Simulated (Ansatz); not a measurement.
# BH7N2S: the cost of one run

Program: Ansatz 0.2.0. Level of theory: RKS PBE0/6-31G*. These are calculated values, not measurements.

## 1. The starting structure

Bond lengths: N2–H3 1.060 Å, N2–H4 1.060 Å, B1–N5 1.550 Å, N5–H6 1.060 Å, N5–H7 1.060 Å, B1–H8 1.190 Å, B1–S9 2.190 Å, S9–H10 1.400 Å, N2–H11 1.150 Å, S9–H11 1.419 Å. Angles: H3–N2–H4 120.0°, H3–N2–H11 101.9°, H4–N2–H11 85.4°, B1–N5–H6 120.0°, B1–N5–H7 120.0°, H6–N5–H7 120.0°, N5–B1–H8 120.0°, N5–B1–S9 105.4°, H8–B1–S9 92.8°, B1–S9–H10 109.5°, B1–S9–H11 67.0°, H10–S9–H11 116.0°, N2–H11–S9 138.5°.

Structure file:

```xyz
11

B     0.0000    0.0000    0.0000
N     0.0000    0.0000    1.9000
H    -0.8770   -0.2713    2.4300
H     0.8770    0.2713    2.4300
N     1.3423    0.0000   -0.7750
H     1.8089   -0.9179   -1.0268
H     1.7937    0.9179   -1.0532
H    -1.0305    0.0000   -0.5950
S    -0.2739    2.0601    0.6906
H    -1.5750    2.4834    0.3940
H    -0.1503    1.1307    1.7562
```

## 2. A restrained relaxation towards end A

Springs on the bonds that form and break draw the guess towards this end; the thresholds are loose.

File input.yaml:

```yaml
crystal:
  periodic: [false, false, false]
  atoms:
    - { symbol: B, position_ang: [0.0, 0.0, 0.0] }
    - { symbol: "N", position_ang: [0.0, 0.0, 1.9] }
    - { symbol: H, position_ang: [-0.877, -0.2713, 2.43] }
    - { symbol: H, position_ang: [0.877, 0.2713, 2.43] }
    - { symbol: "N", position_ang: [1.3423, 0.0, -0.775] }
    - { symbol: H, position_ang: [1.8089, -0.9179, -1.0268] }
    - { symbol: H, position_ang: [1.7937, 0.9179, -1.0532] }
    - { symbol: H, position_ang: [-1.0305, 0.0, -0.595] }
    - { symbol: S, position_ang: [-0.2739, 2.0601, 0.6906] }
    - { symbol: H, position_ang: [-1.575, 2.4834, 0.394] }
    - { symbol: H, position_ang: [-0.1503, 1.1307, 1.7562] }
basis:
  gaussian: { orbitals: "6-31G*" }
hamiltonian:
  xc: pbe0
relax:
  f_tol: 0.15
  max_steps: 25
  restrain:
    - { distance: [0, 8], at: 3.09, k: 30.0 }
    - { distance: [10, 1], at: 2.26, k: 30.0 }
    - { distance: [0, 1], at: 1.55, k: 30.0 }
    - { distance: [10, 8], at: 1.4, k: 30.0 }
output:
  orbitals: {}
```

Command:

```
$ ansatz run input.yaml --threads 1 --pin off --max-ram 2048MiB --backend cpu --events-out ev --progress --plain --runs-dir out
```

**Question.** How long does this run take on 1 thread of Arm Neoverse V2, shared host, and how much memory does it need?

About 54 s, with a peak of 0.16 GiB.
